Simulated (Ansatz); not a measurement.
# FH6NOSi2: one species, many methods

The task here is to estimate one member of a computed series from the others.

The runs use Ansatz 0.2.0, Gaussian basis; functionals in def2-TZVPP, the program's frozen cores in correlated methods.

The runs, in order: PBE-D4, r2SCAN-D4, PBE0-D4, B3LYP-D4, ωB97X-V, ωB97M-V, B2PLYP; CCSD(T)/def2-TZVPP; MP2/def2-QZVPP; extrapolation to the limit.

## The geometry

An earlier PBE0-D4 in a triple-zeta def2 set relaxation fixed the geometry.

SMILES `N[SiH](F)[SiH2]O`, 11 atoms, charge 0, spin multiplicity 1.

Atoms are counted from 1 here; the program's logs count them from 0.

Bond lengths: N1–Si2 1.709 Å, N1–H6 1.008 Å, N1–H7 1.008 Å, Si2–F3 1.610 Å, Si2–Si4 2.345 Å, Si2–H8 1.485 Å, Si4–O5 1.656 Å, Si4–H9 1.484 Å, Si4–H10 1.494 Å, O5–H11 0.959 Å. Angles: Si2–N1–H6 121.1°, Si2–N1–H7 121.0°, H6–N1–H7 111.0°, N1–Si2–F3 114.2°, N1–Si2–Si4 106.2°, N1–Si2–H8 105.7°, F3–Si2–Si4 109.4°, F3–Si2–H8 106.1°, Si4–Si2–H8 115.4°, Si2–Si4–O5 108.6°, Si2–Si4–H9 113.4°, Si2–Si4–H10 108.8°, O5–Si4–H9 106.6°, O5–Si4–H10 111.4°, H9–Si4–H10 108.1°, Si4–O5–H11 115.9°.

As a file:

```
N     0.0509    1.1115    1.3810
Si    0.9929    0.4293    0.1283
F     2.3570   -0.2647    0.6295
Si   -0.3625   -1.1796   -0.9087
O    -1.7541   -0.4446   -1.4233
H    -0.3974    0.5298    2.0711
H     0.2724    2.0183    1.7613
H     1.4023    1.5671   -0.7334
H     0.2613   -1.7919   -2.1074
H    -0.6522   -2.2701    0.0707
H    -2.1054    0.2378   -0.8485
```

The first run:

The input, in.yaml:

```yaml
crystal:
  periodic: [false, false, false]
  atoms:
    - {symbol: N, position_ang: [0.050884, 1.111529, 1.380966]}
    - {symbol: Si, position_ang: [0.992932, 0.429334, 0.128285]}
    - {symbol: F, position_ang: [2.357022, -0.264669, 0.629513]}
    - {symbol: Si, position_ang: [-0.362545, -1.179554, -0.908687]}
    - {symbol: O, position_ang: [-1.754061, -0.444551, -1.423251]}
    - {symbol: H, position_ang: [-0.397444, 0.529808, 2.071063]}
    - {symbol: H, position_ang: [0.272388, 2.018306, 1.761292]}
    - {symbol: H, position_ang: [1.402340, 1.567107, -0.733435]}
    - {symbol: H, position_ang: [0.261338, -1.791893, -2.107386]}
    - {symbol: H, position_ang: [-0.652166, -2.270142, 0.070727]}
    - {symbol: H, position_ang: [-2.105388, 0.237823, -0.848488]}
basis:
  gaussian: {orbitals: def2-TZVPP}
hamiltonian: {xc: pbe, dispersion: d4}
output: {forces: true, orbitals: {seedname: orbitals}}
```

The run is started by

```bash
ansatz run in.yaml --threads 4 --pin off --events-out ev --progress --plain --max-ram 10444MiB
```

Steps of the session up to this table: PBE-D4 (GGA); r2SCAN-D4 (meta-GGA); PBE0-D4 (hybrid); B3LYP-D4 (hybrid); ωB97X-V (range-separated); ωB97M-V (range-separated); B2PLYP (double hybrid); CCSD(T) in def2-TZVPP; MP2 in def2-QZVPP.

One of the session's tables, all rows but one given; the rest of the session is left out.

| method | atomisation energy (kcal/mol) |
| --- | --- |
| PBE-D4 | 931.0 |
| r2SCAN-D4 | 923.0 |
| PBE0-D4 | 913.7 |
| B3LYP-D4 | 924.2 |
| ωB97X-V | 931.5 |
| ωB97M-V | 927.9 |
| B2PLYP | 914.5 |
| HF/def2-TZVPP | 662.0 |
| MP2/def2-TZVPP | 913.9 |
| CCSD/def2-TZVPP | ? |
| CCSD(T)/def2-TZVPP | 899.3 |
| MP2/CBS | 944.6 |
| CCSD(T)/CBS | 930.1 |

Estimate the missing values for CCSD/def2-TZVPP.

The run gave: atomisation energy (kcal/mol): 887.0. In the column «atomisation energy (kcal/mol)» it lies between HF/def2-TZVPP (662.0) and CCSD(T)/def2-TZVPP (899.3).
